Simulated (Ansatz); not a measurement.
# Tl2CuO4 under changes of volume

One of the cells (13.118 Å³/atom); the others are scaled copies at fixed shape and fractional positions:

```
Tl Cu O
1.0
    -1.96691    1.96691    5.93389
     1.96691   -1.96691    5.93389
     1.96691    1.96691   -5.93389
Tl Cu O
2 1 4
Direct
  0.34938 0.34938 0.00000
  0.65062 0.65062 0.00000
  0.00000 0.00000 0.00000
  0.00000 0.50000 0.50000
  0.50000 0.00000 0.50000
  0.25000 0.75000 0.50000
  0.75000 0.25000 0.50000
```

The cell comes from a database or a generator and needn't be the stable form of this composition.

- Program: Ansatz 0.2.0
- Functional: PBE
- Potentials or basis: Ansatz PAW
- Cutoff: 420 eV (not typed: the program's choice for these potentials)
- k mesh: 10 × 10 × 10
- Occupations: fermi-dirac, width 0.05 eV
- Spin: no spin polarisation

```csv
volume (Å³/atom),energy over the lowest point (meV/atom),pressure (GPa),largest force (eV/Å)
12.331,20.07,9.0,0.244
12.593,8.27,5.5,0.118
12.856,1.77,2.5,0.004
13.118,0.00,-0.2,0.098
13.380,2.40,-2.6,0.190
13.643,?,?,?
13.905,17.89,-6.6,0.346
```

Q: What does the run at 13.643 Å³/atom give?

A: Energy over the lowest point 8.50 meV/atom; pressure -4.7 GPa; largest force 0.272 eV/Å.

Worked out: A Birch-Murnaghan fit of order 3 (a polynomial in V^(-2/3)) to the other rows has its minimum at 13.09 Å³/atom with B0 = V·E''(V) = 129 GPa and B' = 5.0 at fixed shape and positions, which overstates the stiffness. It gives 8.52 meV/atom at 13.643 Å³/atom, against the run's 8.50, and -dE/dV = -4.8 GPa, against -4.7.

Energies are extrapolated to zero smearing.

Caveats: an odd number of electrons without spin polarisation forces a metal; a magnetic or distorted state may lie lower; the run has no spin polarisation, though such a crystal can be magnetic.
